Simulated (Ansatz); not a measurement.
**SiGeO (triplet): the correlation ladder, cc-pVDZ**

An exercise on one series of results from a longer session: the logs are not shown, and one member is left open.

The runs use Ansatz 0.2.0, Gaussian basis; cc-pVDZ, core rule «outside noble gas», up to 20 orbitals frozen.

Plan: UHF; CCSD(T) on ROHF; CCSD(T) on UHF; BCCD(T) on ROHF; CISD as a restricted active space (open shells left free, so some higher excitations enter); CCSDT(Q) on ROHF; CCSDT(Q) on UHF; CASSCF and NEVPT2, 12 electrons in 11 orbitals.

31 further runs of the same task are left out: 11 that didn't finish, 20 set aside as unsound or not needed. Runs told in other sessions of the task aren't counted.

## The geometry

The geometry is a PBE0/def2-TZVP stationary point (not a proven minimum). No spin-orbit coupling is included. The filled d shell of Ge may be among the frozen orbitals whatever the setting's name suggests.

3 atoms, charge 0, spin multiplicity 3.

Atoms are counted from 1 here; the program's logs count them from 0.

Bond lengths: O1–Ge2 1.995 Å, O1–Si3 1.603 Å, Ge2–Si3 2.444 Å. Angles: Ge2–O1–Si3 84.8°, O1–Ge2–Si3 40.8°, O1–Si3–Ge2 54.4°.

Geometry (Å):

```
O     0.0000   -1.0210   -0.8567
Ge    0.0000    0.0729    0.8117
Si    0.0000    0.3932   -1.6113
```

Set-up of the first run:

in.yaml reads:

```yaml
crystal:
  periodic: [false, false, false]
  atoms:
    - {symbol: O, position_ang: [0.000000, -1.021029, -0.856742]}
    - {symbol: Ge, position_ang: [0.000000, 0.072866, 0.811694]}
    - {symbol: Si, position_ang: [0.000000, 0.393187, -1.611297]}
basis:
  gaussian: {orbitals: cc-pVDZ}
magnetization: {spin_polarized: true, initial_magnetization: 2}
hamiltonian: {xc: hf}
output: {orbitals: {seedname: orbitals}}
```

The run is started by

```console
$ ansatz run in.yaml --threads 1 --pin off --events-out ev --progress --plain --max-ram 2393MiB
```

Steps of the session up to this table: UHF; CCSD(T) on ROHF; CCSD(T) on UHF; BCCD(T) on ROHF; CISD as a restricted active space (open shells left free, so some higher excitations enter); CCSDT(Q) on ROHF; CCSDT(Q) on UHF; CASSCF and NEVPT2, 12 electrons in 11 orbitals.

One of the session's tables, all rows but one given; the rest of the session is left out.

It belongs to the step «Misses and costs». 

| method | from UCCSDT(Q) (kcal/mol) |
| --- | --- |
| ROHF | +229.18 |
| UHF | +224.21 |
| RMP2 | +23.29 |
| UMP2 | +24.98 |
| RCCSD | +11.04 |
| UCCSD | +10.82 |
| RCCSD(T) | +1.99 |
| UCCSD(T) | +1.97 |
| BCCD(T) | +1.81 |
| RCCSDT | +1.20 |
| UCCSDT | +1.08 |
| RCCSDT(Q) | +0.33 |
| UCCSDT(Q) | 0 |
| CASSCF valence | ? |
| NEVPT2 valence | +36.02 |

**Question.** Estimate the row for CASSCF valence.

As computed: from UCCSDT(Q) (kcal/mol): +147.99. In the column «from UCCSDT(Q) (kcal/mol)» it lies between NEVPT2 valence (+36.02) and UHF (+224.21).

Not comparable, so not listed: CISD as a restricted active space (open shells left free, so some higher excitations enter) (they don't share determinant, frozen orbitals or solution with the rows shown, or repeat one).

Caveats from the session: Restricted and unrestricted rows rest on different reference determinants; a gap between their highest levels can come from leftover correlation error, from unlike frozen cores or from another state.
